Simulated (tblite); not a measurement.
# C7H12GeO: the cost of one run

Computed with tblite 0.8.0 and PySCF 2.14.0, with density-fitted response routines of our own, on a single molecule in the gas phase. Atoms are numbered from 0 throughout.

## 1. Starting geometry

21 atoms, charge 0, multiplicity 1; geometry from: force field or distance geometry start.

Bonds of the start (Å): C0–C1 1.54, C1–C2 1.50, C2–C3 1.39, C3–C4 1.50, C4–C5 1.50, C5–O6 1.22, C3–C7 1.50, C7–Ge8 1.81, Ge8–C2 1.94, C0–H9 1.12, C0–H10 1.10, C0–H11 1.12, C1–H12 1.10, C1–H13 1.10, C4–H14 1.11, C4–H15 1.11, C5–H16 1.08, C7–H17 1.11, C7–H18 1.11, Ge8–H19 1.55, Ge8–H20 1.56.

## 2. Optimising the geometry with GFN2-xTB

What the job is given:

```
{"job": {"kind": "relax", "xc": "GFN2-xTB", "basis": "xTB"}, "charge": 0, "multiplicity": 1}
C     -1.564300    -1.273500     1.403000
C     -1.628000    -0.604100     0.022600
C     -0.573200     0.457300    -0.082400
C      0.814800     0.434300    -0.140600
C      1.810500    -0.690500    -0.060500
C      1.591300    -1.650700    -1.197400
O      1.791000    -1.300200    -2.352900
C      0.999900     1.914900    -0.260000
Ge    -0.748500     2.375700    -0.276900
H     -1.717500    -0.513200     2.208000
H     -0.603500    -1.787000     1.550100
H     -2.388600    -2.027000     1.483300
H     -1.465100    -1.368700    -0.749300
H     -2.621600    -0.155500    -0.118400
H      2.837300    -0.266300    -0.122800
H      1.698400    -1.218100     0.912700
H      1.271000    -2.660600    -0.983700
H      1.491900     2.165300    -1.221000
H      1.522100     2.334500     0.622500
H     -1.284200     2.785300    -1.668500
H     -1.242400     3.065000     1.031700
```

On the command line:

```
> OMP_NUM_THREADS=1 python probes_run.py task.json out
```

One launch serves the whole session: the jobs run in the order shown.

Q: Estimate the wall time and peak memory of this first job on 1 thread of Arm Neoverse V1, shared host.

About 2.2 s, with a peak of 0.18 GiB.
